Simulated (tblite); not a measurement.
# C8H10N2Si: the cost of one run

Computed with tblite 0.8.0 and PySCF 2.14.0, with density-fitted response routines of our own, on a single molecule, in the gas phase or a continuum. Atoms count from 0, in the outputs and in this text.

### 1 The starting structure

21 atoms, charge 0, multiplicity 1; geometry from: force field or distance geometry start.

Bonds of the start (Å): N0–C1 1.16, C1–C2 1.49, C2–Si3 1.84, Si3–N4 1.78, N4–C5 1.35, C5–C6 1.39, C6–C7 1.37, C7–C8 1.38, C2–C9 1.50, C9–C10 1.52, C10–C2 1.52, C8–N4 1.35, Si3–H11 1.50, Si3–H12 1.49, C5–H13 1.08, C6–H14 1.10, C7–H15 1.06, C8–H16 1.08, C9–H17 1.12, C9–H18 1.11, C10–H19 1.10, C10–H20 1.10.

### 2 Relaxing the molecule with GFN2-xTB

The job: settings as JSON, then the geometry in Å.

```
{"job": {"kind": "relax", "xc": "GFN2-xTB", "basis": "xTB"}, "charge": 0, "multiplicity": 1}
N     -1.605300    -2.527900    -1.829200
C     -1.649700    -1.654300    -1.069600
C     -1.651200    -0.546600    -0.078400
Si    -0.363700    -0.534800     1.235300
N      1.188200    -0.063700     0.501900
C      1.788200     1.144900     0.615000
C      2.980400     1.165000    -0.101600
C      3.111100    -0.077300    -0.675300
C      1.997900    -0.802800    -0.293200
C     -1.942900     0.798700    -0.677500
C     -2.995700     0.121400     0.179500
H     -0.251900    -1.894900     1.857300
H     -0.791600     0.442200     2.277400
H      1.460100     2.010900     1.172200
H      3.669700     2.022500    -0.171500
H      3.888300    -0.455000    -1.297700
H      1.776000    -1.824800    -0.576400
H     -1.533900     1.716600    -0.189100
H     -2.115300     0.923300    -1.762400
H     -3.816100    -0.392200    -0.339500
H     -3.151400     0.445800     1.222500
```

Started as:

```console
$ OMP_NUM_THREADS=1 python probes_run.py task.json out
```

One launch serves the whole session: the jobs run in the order shown.

Q: Estimate the wall time and peak memory of this first job on 1 thread of Arm Neoverse V2, shared host.

About 1.5 s, with a peak of 0.18 GiB.
